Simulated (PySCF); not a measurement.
# AlGe+: bond curves at several levels of theory, part 2 of 2

PySCF 2.14.0; Al def2-SVP, Ge def2-SVP; no relativity. Earlier steps stand in the parts before.

## 8. PBEsol

Output of the SCF at 2.834 Å:

```text
[... 13 set-up lines left out, the same as in an earlier log ...]
max_memory 909 MB (current use 344 MB)
[... 3 set-up lines left out, the same as in an earlier log ...]
XC functionals = PBEsol
    J. P. Perdew, A. Ruzsinszky, G. I. Csonka, O. A. Vydrov, G. E. Scuseria, L. A. Constantin, X. Zhou, and K. Burke.,  Phys. Rev. Lett. 100, 136406 (2008)
    J. P. Perdew, A. Ruzsinszky, G. I. Csonka, O. A. Vydrov, G. E. Scuseria, L. A. Constantin, X. Zhou, and K. Burke.,  Phys. Rev. Lett. 100, 136406 (2008)
[... 2 set-up lines left out, the same as in an earlier log ...]
init E= -2316.31998976224
cycle= 1 E= -2316.32109849235  delta_E= -0.00111  |g|= 0.0764  |ddm|= 0.119
cycle= 2 E= -2316.31987836238  delta_E= 0.00122  |g|= 0.0981  |ddm|= 0.12
cycle= 3 E= -2316.32205661088  delta_E= -0.00218  |g|= 0.00954  |ddm|= 0.103
cycle= 4 E= -2316.32220183853  delta_E= -0.000145  |g|= 0.00137  |ddm|= 0.0324
cycle= 5 E= -2316.3222054025  delta_E= -3.56e-06  |g|= 0.000212  |ddm|= 0.0044
cycle= 6 E= -2316.32220545284  delta_E= -5.03e-08  |g|= 8.86e-05  |ddm|= 0.000593
cycle= 7 E= -2316.32220546495  delta_E= -1.21e-08  |g|= 6.75e-06  |ddm|= 0.000289
cycle= 8 E= -2316.32220546499  delta_E= -3.77e-11  |g|= 1.12e-06  |ddm|= 2.09e-05
Extra cycle  E= -2316.32220546498  delta_E= 1.82e-12  |g|= 1.24e-06  |ddm|= 7.31e-06
converged SCF energy = -2316.32220546498  <S^2> = 2.0044217  2S+1 = 3.0029463
```

Re = 2.787 Å, ωe = 190.4 cm⁻¹, ωexe = 1.60 cm⁻¹, αe = 0.00107 cm⁻¹, Be = 0.1098 cm⁻¹, De = 1.34 eV, μ = -4.15 D.

## 9. BP86

Log of the SCF at 2.834 Å:

```text
[... 17 set-up lines left out, the same as in an earlier log ...]
XC functionals = B88,P86
    A. D. Becke.,  Phys. Rev. A 38, 3098 (1988)
    J. P. Perdew.,  Phys. Rev. B 33, 8822 (1986)
[... 2 set-up lines left out, the same as in an earlier log ...]
init E= -2319.03568468283
cycle= 1 E= -2319.03670189562  delta_E= -0.00102  |g|= 0.0629  |ddm|= 0.124
cycle= 2 E= -2319.03569033572  delta_E= 0.00101  |g|= 0.0822  |ddm|= 0.11
cycle= 3 E= -2319.03737930526  delta_E= -0.00169  |g|= 0.00811  |ddm|= 0.0945
cycle= 4 E= -2319.03748718249  delta_E= -0.000108  |g|= 0.000826  |ddm|= 0.0266
cycle= 5 E= -2319.03748851578  delta_E= -1.33e-06  |g|= 0.000189  |ddm|= 0.00284
cycle= 6 E= -2319.03748855921  delta_E= -4.34e-08  |g|= 7.66e-05  |ddm|= 0.000523
cycle= 7 E= -2319.03748856877  delta_E= -9.56e-09  |g|= 5.35e-06  |ddm|= 0.00026
cycle= 8 E= -2319.03748856882  delta_E= -5.14e-11  |g|= 9.83e-07  |ddm|= 2e-05
Extra cycle  E= -2319.03748856882  delta_E= 3.64e-12  |g|= 6.55e-07  |ddm|= 5.16e-06
converged SCF energy = -2319.03748856882  <S^2> = 2.0046248  2S+1 = 3.0030816
```

Re = 2.837 Å, ωe = 174.1 cm⁻¹, ωexe = 1.64 cm⁻¹, αe = 0.00114 cm⁻¹, Be = 0.1060 cm⁻¹, De = 1.21 eV, μ = -4.28 D.

## 10. TPSSh (hybrid meta-GGA)

Output of the SCF at 2.834 Å:

```text
[... 17 set-up lines left out, the same as in an earlier log ...]
XC functionals = TPSSH
    V. N. Staroverov, G. E. Scuseria, J. Tao, and J. P. Perdew.,  J. Chem. Phys. 119, 12129 (2003)
[... 2 set-up lines left out, the same as in an earlier log ...]
init E= -2318.72828224432
cycle= 1 E= -2318.7285859007  delta_E= -0.000304  |g|= 0.0397  |ddm|= 0.054
cycle= 2 E= -2318.72849670288  delta_E= 8.92e-05  |g|= 0.0445  |ddm|= 0.0467
cycle= 3 E= -2318.72886259832  delta_E= -0.000366  |g|= 0.00183  |ddm|= 0.0296
cycle= 4 E= -2318.72886754427  delta_E= -4.95e-06  |g|= 0.000372  |ddm|= 0.00612
cycle= 5 E= -2318.72886813246  delta_E= -5.88e-07  |g|= 0.0001  |ddm|= 0.0026
cycle= 6 E= -2318.72886816791  delta_E= -3.54e-08  |g|= 4.04e-05  |ddm|= 0.000697
cycle= 7 E= -2318.72886817107  delta_E= -3.16e-09  |g|= 8.78e-06  |ddm|= 0.000164
cycle= 8 E= -2318.72886817125  delta_E= -1.78e-10  |g|= 1.63e-06  |ddm|= 4.84e-05
Extra cycle  E= -2318.72886817126  delta_E= -7.28e-12  |g|= 8.67e-07  |ddm|= 6.51e-06
converged SCF energy = -2318.72886817126  <S^2> = 2.0109797  2S+1 = 3.0073109
```

Re = 2.810 Å, ωe = 179.0 cm⁻¹, ωexe = 1.55 cm⁻¹, αe = 0.00114 cm⁻¹, Be = 0.1080 cm⁻¹, De = 1.18 eV, μ = -4.34 D. 12 s of CPU time for 12 points, integrals apart.

## 11. LC-ωPBE (range-separated hybrid)

The SCF at the reference distance, 2.834 Å, printed:

```text
[... 13 set-up lines left out, the same as in an earlier log ...]
max_memory 909 MB (current use 345 MB)
[... 3 set-up lines left out, the same as in an earlier log ...]
XC functionals = LC_WPBE
    O. A. Vydrov and G. E. Scuseria.,  J. Chem. Phys. 125, 234109 (2006)
[... 2 set-up lines left out, the same as in an earlier log ...]
init E= -2318.36235774737
cycle= 1 E= -2318.36448376543  delta_E= -0.00213  |g|= 0.0459  |ddm|= 0.0884
cycle= 2 E= -2318.36489100621  delta_E= -0.000407  |g|= 0.0392  |ddm|= 0.0512
cycle= 3 E= -2318.36520238894  delta_E= -0.000311  |g|= 0.00424  |ddm|= 0.0206
cycle= 4 E= -2318.36528639909  delta_E= -8.4e-05  |g|= 0.00144  |ddm|= 0.0248
cycle= 5 E= -2318.36529726287  delta_E= -1.09e-05  |g|= 0.000556  |ddm|= 0.00899
cycle= 6 E= -2318.36529905589  delta_E= -1.79e-06  |g|= 0.000153  |ddm|= 0.00371
cycle= 7 E= -2318.36529913683  delta_E= -8.09e-08  |g|= 3.3e-05  |ddm|= 0.00093
cycle= 8 E= -2318.36529914034  delta_E= -3.51e-09  |g|= 8.66e-06  |ddm|= 0.000172
cycle= 9 E= -2318.36529914063  delta_E= -2.94e-10  |g|= 4.03e-06  |ddm|= 3.92e-05
Extra cycle  E= -2318.36529914069  delta_E= -6.05e-11  |g|= 2.71e-06  |ddm|= 1.42e-05
converged SCF energy = -2318.36529914069  <S^2> = 2.0309781  2S+1 = 3.0205815
```

Re = 2.812 Å, ωe = 180.9 cm⁻¹, ωexe = 1.18 cm⁻¹, αe = 0.000944 cm⁻¹, Be = 0.1079 cm⁻¹, De = 0.97 eV, μ = -4.70 D. 10 s of CPU time for 12 points, integrals apart.

## 12. ROHF (mean field)

The SCF at the reference distance, 2.834 Å, printed:

```text
******** <class 'pyscf.scf.hf_symm.SymAdaptedROHF'> ********
method = SymAdaptedROHF
[... 11 set-up lines left out, the same as in an earlier log ...]
max_memory 909 MB (current use 347 MB)
num. doubly occ = 21  num. singly occ = 2
Overwritten attributes  get_hcore get_j get_k get_jk get_occ  of <class 'pyscf.scf.hf_symm.SymAdaptedROHF'>
<class 'pyscf.scf.hf_symm.SymAdaptedROHF'> does not have attributes  refdm
[... 1 set-up line left out, the same as in an earlier log ...]
init E= -2316.65085889526
cycle= 1 E= -2316.6540652411  delta_E= -0.00321  |g|= 0.0862  |ddm|= 0.273
cycle= 2 E= -2316.65520540488  delta_E= -0.00114  |g|= 0.0494  |ddm|= 0.113
cycle= 3 E= -2316.65559600671  delta_E= -0.000391  |g|= 0.00607  |ddm|= 0.0321
cycle= 4 E= -2316.65575282405  delta_E= -0.000157  |g|= 0.00323  |ddm|= 0.0344
cycle= 5 E= -2316.65584423158  delta_E= -9.14e-05  |g|= 0.00134  |ddm|= 0.037
cycle= 6 E= -2316.65585683159  delta_E= -1.26e-05  |g|= 0.000545  |ddm|= 0.0134
cycle= 7 E= -2316.65585838458  delta_E= -1.55e-06  |g|= 0.000159  |ddm|= 0.00478
cycle= 8 E= -2316.65585845934  delta_E= -7.48e-08  |g|= 5.03e-05  |ddm|= 0.000856
cycle= 9 E= -2316.65585846745  delta_E= -8.11e-09  |g|= 1.2e-05  |ddm|= 0.000239
cycle= 10 E= -2316.65585846793  delta_E= -4.81e-10  |g|= 2.81e-06  |ddm|= 5.79e-05
Extra cycle  E= -2316.65585846794  delta_E= -1.36e-11  |g|= 1.11e-06  |ddm|= 8.25e-06
converged SCF energy = -2316.65585846794
```

Re = 3.156 Å, ωe = 108.4 cm⁻¹, ωexe = 0.919 cm⁻¹, αe = 0.00105 cm⁻¹, Be = 0.08564 cm⁻¹, De = 0.51 eV, μ = -6.17 D.

## 13. MP2 and coupled cluster

Reference: ROHF; core orbitals frozen: 14.

Log of the coupled-cluster run at 2.834 Å:

```text
******** <class 'pyscf.cc.uccsd.UCCSD'> ********
CC2 = 0
CCSD nocc = (np.int64(9), np.int64(7)), nmo = (36, 36)
frozen orbitals [[0, 1, 2, 3, 4, 5, 6, 7, 8, 9, 10, 11, 12, 13], [0, 1, 2, 3, 4, 5, 6, 7, 8, 9, 10, 11, 12, 13]]
max_cycle = 80
direct = 0
conv_tol = 1e-07
conv_tol_normt = 1e-05
diis_space = 8
diis_start_cycle = 0
diis_start_energy_diff = 1e+09
max_memory 909 MB (current use 401 MB)
Init t2, MP2 energy = -0.206955487705852
Init E_corr(UCCSD) = -0.210407125598655
cycle = 1  E_corr(UCCSD) = -0.214523675987149  dE = -0.00411655039  norm(t1,t2) = 0.0846883
cycle = 2  E_corr(UCCSD) = -0.224436192288023  dE = -0.0099125163  norm(t1,t2) = 0.0342883
cycle = 3  E_corr(UCCSD) = -0.226165972471887  dE = -0.00172978018  norm(t1,t2) = 0.0179405
cycle = 4  E_corr(UCCSD) = -0.227877293724297  dE = -0.00171132125  norm(t1,t2) = 0.00768571
cycle = 5  E_corr(UCCSD) = -0.227673249662382  dE = 0.000204044062  norm(t1,t2) = 0.00407033
cycle = 6  E_corr(UCCSD) = -0.227680329665164  dE = -7.08000278e-06  norm(t1,t2) = 0.00167406
cycle = 7  E_corr(UCCSD) = -0.227706436025265  dE = -2.61063601e-05  norm(t1,t2) = 0.000484242
cycle = 8  E_corr(UCCSD) = -0.227696990601782  dE = 9.44542348e-06  norm(t1,t2) = 0.000205118
cycle = 9  E_corr(UCCSD) = -0.227697405718831  dE = -4.15117049e-07  norm(t1,t2) = 8.13238e-05
cycle = 10  E_corr(UCCSD) = -0.227698135981397  dE = -7.30262565e-07  norm(t1,t2) = 3.9576e-05
cycle = 11  E_corr(UCCSD) = -0.227697446993903  dE = 6.88987494e-07  norm(t1,t2) = 1.74265e-05
cycle = 12  E_corr(UCCSD) = -0.227697683314205  dE = -2.36320302e-07  norm(t1,t2) = 6.32943e-06
cycle = 13  E_corr(UCCSD) = -0.227697738558992  dE = -5.52447878e-08  norm(t1,t2) = 2.25125e-06
UCCSD converged
E(UCCSD) = -2316.883556206504  E_corr = -0.2276977385589924
UCCSD(T) correction = -0.00642517877956577
```

Correlation energy (eV) along the bond:

| R (Å) | MP2 | SCS-MP2 | CCSD | CCSD(T) | T1 |
| --- | --- | --- | --- | --- | --- |
| 2.437 | -5.868 | -5.573 | n/a | n/a | n/a |
| 2.551 | -5.840 | -5.554 | -6.279 | -6.472 | 0.020 |
| 2.664 | -5.793 | -5.514 | -6.250 | -6.435 | 0.021 |
| 2.749 | -5.756 | -5.482 | -6.223 | -6.403 | 0.022 |
| 2.834 | -5.723 | -5.452 | -6.196 | -6.371 | 0.022 |
| 2.919 | -5.692 | -5.424 | -6.169 | -6.339 | 0.021 |
| 3.032 | -5.655 | -5.392 | -6.136 | -6.300 | 0.021 |
| 3.174 | -5.617 | -5.358 | -6.098 | -6.256 | 0.019 |
| 3.344 | -5.579 | -5.326 | -6.060 | -6.212 | 0.018 |
| 3.571 | -5.542 | -5.295 | n/a | n/a | n/a |

ROHF-MP2: Re = 2.894 Å, ωe = 147.5 cm⁻¹, ωexe = 1.14 cm⁻¹, αe = 0.00116 cm⁻¹, Be = 0.1018 cm⁻¹, De = 0.72 eV.

ROHF-SCS-MP2: Re = 2.921 Å, ωe = 141.6 cm⁻¹, ωexe = 1.14 cm⁻¹, αe = 0.00117 cm⁻¹, Be = 0.09998 cm⁻¹, De = 0.68 eV.

ROHF-CCSD: Re = 2.918 Å, ωe = 152.2 cm⁻¹, ωexe = 1.42 cm⁻¹, αe = 0.00114 cm⁻¹, Be = 0.1001 cm⁻¹, De = 0.71 eV.

ROHF-CCSD(T): Re = 2.888 Å, ωe = 159.5 cm⁻¹, ωexe = 1.45 cm⁻¹, αe = 0.00113 cm⁻¹, Be = 0.1022 cm⁻¹, De = 0.76 eV.

## 14. The curves together

Energy (eV) from each level's lowest point:

| R (Å) | ROHF | ROHF-MP2 | ROHF-SCS-MP2 | ROHF-CCSD | ROHF-CCSD(T) | PBE | PBEsol | BP86 | r²SCAN | TPSSh | PBE0 | LC-ωPBE |
| --- | --- | --- | --- | --- | --- | --- | --- | --- | --- | --- | --- | --- |
| 2.437 | 0.548 | 0.340 | 0.368 | n/a | n/a | 0.305 | 0.264 | 0.315 | 0.260 | 0.280 | 0.294 | 0.273 |
| 2.551 | 0.334 | 0.154 | 0.173 | 0.192 | 0.170 | 0.128 | 0.101 | 0.136 | 0.099 | 0.113 | 0.123 | 0.113 |
| 2.664 | 0.190 | 0.057 | 0.069 | 0.078 | 0.063 | 0.037 | 0.022 | 0.042 | 0.021 | 0.030 | 0.035 | 0.031 |
| 2.749 | 0.116 | 0.020 | 0.027 | 0.031 | 0.021 | 0.007 | 0.000 | 0.010 | 0.000 | 0.004 | 0.006 | 0.004 |
| 2.834 | 0.065 | 0.003 | 0.006 | 0.007 | 0.002 | 0.000 | 0.001 | 0.000 | 0.000 | 0.000 | 0.000 | 0.000 |
| 2.919 | 0.032 | 0.000 | 0.000 | 0.000 | 0.000 | 0.009 | 0.017 | 0.007 | 0.015 | 0.011 | 0.010 | 0.011 |
| 3.032 | 0.007 | 0.012 | 0.008 | 0.009 | 0.015 | 0.039 | 0.055 | 0.032 | 0.050 | 0.042 | 0.039 | 0.044 |
| 3.174 | 0.000 | 0.044 | 0.034 | 0.040 | 0.051 | 0.091 | 0.117 | 0.080 | 0.105 | 0.096 | 0.092 | 0.102 |
| 3.344 | 0.012 | 0.093 | 0.079 | 0.090 | 0.108 | 0.163 | 0.199 | 0.147 | 0.179 | 0.169 | 0.166 | 0.183 |
| 3.571 | 0.048 | 0.166 | 0.146 | n/a | n/a | 0.260 | 0.307 | 0.238 | 0.278 | 0.268 | 0.267 | 0.294 |

The whole job (state search and all levels along the bond) took 2.2 min on 1 thread of Intel Xeon Platinum 8488C (shared host), peak memory 0.61 GiB.

## 15. Results

This closing draws on all 2 parts.

Lowest PBE0 solution found, without spin–orbit coupling: ³Π (triplet), unpaired electrons σ ↑, π ↑. State 2 has its PBE0 minimum 0.19 eV higher, as a spin-mixed determinant (⟨S²⟩ = 1.02), so this is no gap between pure states. The other levels ran on the lowest alone.

| level | Re (Å) | ωe (cm⁻¹) | De (eV) | μ (D) |
| --- | --- | --- | --- | --- |
| ROHF | 3.156 | 108.4 | 0.51 | -6.17 |
| ROHF-MP2 | 2.894 | 147.5 | 0.72 | n/a |
| ROHF-SCS-MP2 | 2.921 | 141.6 | 0.68 | n/a |
| ROHF-CCSD | 2.918 | 152.2 | 0.71 | n/a |
| ROHF-CCSD(T) | 2.888 | 159.5 | 0.76 | n/a |
| PBE | 2.823 | 179.6 | 1.27 | -4.19 |
| PBEsol | 2.787 | 190.4 | 1.34 | -4.15 |
| BP86 | 2.837 | 174.1 | 1.21 | -4.28 |
| r²SCAN | 2.789 | 184.1 | 1.18 | -4.38 |
| TPSSh | 2.810 | 179.0 | 1.18 | -4.34 |
| PBE0 | 2.820 | 178.6 | 1.14 | -4.43 |
| LC-ωPBE | 2.812 | 180.9 | 0.97 | -4.70 |

De is counted to Al+ + Ge in their ground configurations. A positive dipole points from Al to Ge; in an ion it is taken about the centre of mass and does not tell which atom is negative.

Time per point (s) on 1 thread of Intel Xeon Platinum 8488C, shared host (CPU time, shared integrals of 0.11 s apart; correlated levels include their reference; CCSD comes with the CCSD(T) run); the times are rough: ROHF 0.13, ROHF-MP2 0.22, ROHF-SCS-MP2 0.22, ROHF-CCSD(T) 2.5, PBE 0.76, PBEsol 0.46, BP86 0.48, r²SCAN 1, TPSSh 1, PBE0 1, LC-ωPBE 0.84.

**Reading.** Bond lengths run from 2.787 Å (PBEsol) to 3.156 Å (ROHF). CCSD(T) can't serve as the judge here: for a weak bond in this basis it is far from its limit. Among the levels with a De in the table, it runs from 0.51 eV (ROHF) to 1.34 eV (PBEsol).

Correlated steps freeze 14 core orbitals.
